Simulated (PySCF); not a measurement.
# C5H6OS: the cost of one run

Computed with PySCF 2.14.0, with density-fitted response routines of our own, on a single molecule, in the gas phase or a continuum. Atoms count from 0, in the outputs and in this text.

### Step 1. Starting geometry

13 atoms, charge 0, multiplicity 1; geometry from: GFN2-xTB. The atoms were then displaced at random by about 0.01 Å, so the start is not that level's minimum.

Bonds of the start (Å): S0–C1 1.85, C1–C2 1.49, C2–C3 1.33, C3–C4 1.44, C4–C5 1.36, C5–O6 1.36, O6–C2 1.34, S0–H7 1.36, C1–H8 1.09, C1–H9 1.08, C3–H10 1.08, C4–H11 1.07, C5–H12 1.09.

### Step 2. Optimising the geometry at PBE0-D3(BJ)/def2-TZVP

What the job is given:

```
{"job": {"xc": "PBE0", "basis": "def2-TZVP", "d3": "d3bj", "grid": 2, "shake": 0.01, "kind": "geom"}, "charge": 0, "multiplicity": 1}
S      2.644500     0.590250     0.832820
C      1.636500    -0.521710    -0.254190
C      0.172550    -0.254550    -0.153240
C     -0.720570    -0.718920     0.716990
C     -1.968740    -0.089990     0.352850
C     -1.670070     0.732250    -0.688300
O     -0.353310     0.634670    -0.999150
H      2.212360     1.747520     0.257470
H      1.885060    -1.510170     0.123290
H      1.990440    -0.382280    -1.263940
H     -0.612760    -1.433580     1.516880
H     -2.916310    -0.212530     0.833450
H     -2.293820     1.402160    -1.285260
```

Run with:

```sh
> OMP_NUM_THREADS=1 python probes_run.py task.json out
```

One launch serves the whole session: the jobs run in the order shown.

Q: Estimate the wall time and peak memory of this first job on 1 thread of Arm Neoverse V1, shared host.

About 6 min, with a peak of 1.3 GiB.
